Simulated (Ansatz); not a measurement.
## C₂H₄AlN, SMILES N#C[CH2][AlH2]: vertical spin-state energies, step by step

With Ansatz 0.2.0 through its Python package.

The script reads `c2h4aln.xyz`:
```text
8

N    -0.30930    1.02300    2.43090
C     0.01110    0.83000    1.34800
C     0.45470    0.53820   -0.01810
Al   -0.61200   -0.83030   -0.84120
H     1.52970    0.14710    0.02530
H     0.46120    1.47760   -0.61730
H    -0.47760   -1.10990   -2.39670
H    -0.96570   -2.13280    0.01330
```

Notebook, run cell by cell (the value of a cell's last expression is shown):

```python
import ansatz as az
```

```python
BASIS_SET = "def2-SVPD"
XC = "r2scan0"
```

```python
mol = az.Crystal.molecule_from_extxyz("c2h4aln.xyz")
```

```python
model = mol.calculation().basis(gaussian=BASIS_SET).functional(XC)
found = {}
for unpaired in [0, 2]:
    r = model.spin("collinear", total=unpaired).run().report
    s = unpaired / 2
    found[unpaired] = r["free_energy_ev"]
    print(f"2S+1 = {unpaired + 1}: E = {found[unpaired]:.5f} eV, <S^2> = {abs(r['mean_field']['state']['spin_squared']):.3f} (pure state {s * (s + 1):.2f})")
lowest = min(found, key=found.get)
for unpaired, e in found.items():
    print(f"multiplicity {unpaired + 1}: {23.060548 * (e - found[lowest]):.1f} kcal/mol above the lowest")
```

    2S+1 = 1: E = -10216.63609 eV, <S^2> = 0.000 (pure state 0.00)
    2S+1 = 3: E = -10212.17803 eV, <S^2> = 2.020 (pure state 2.00)
    multiplicity 1: 0.0 kcal/mol above the lowest
    multiplicity 3: 102.8 kcal/mol above the lowest

In order: multiplicity 1 (+0.00 eV) and multiplicity 3 (+4.46 eV), all at the one geometry.

Reading the output:
- Total energies depend on the basis set; only differences at equal settings carry meaning.
- The geometry is a force-field or estimated start, not a minimum of this method, and the basis set is short of its limit. All parts are taken at fixed geometry, without zero-point energy.
- Finished in 42 s on 1 thread of Arm Neoverse V2, with other jobs on the host, peak memory 0.48 GiB.
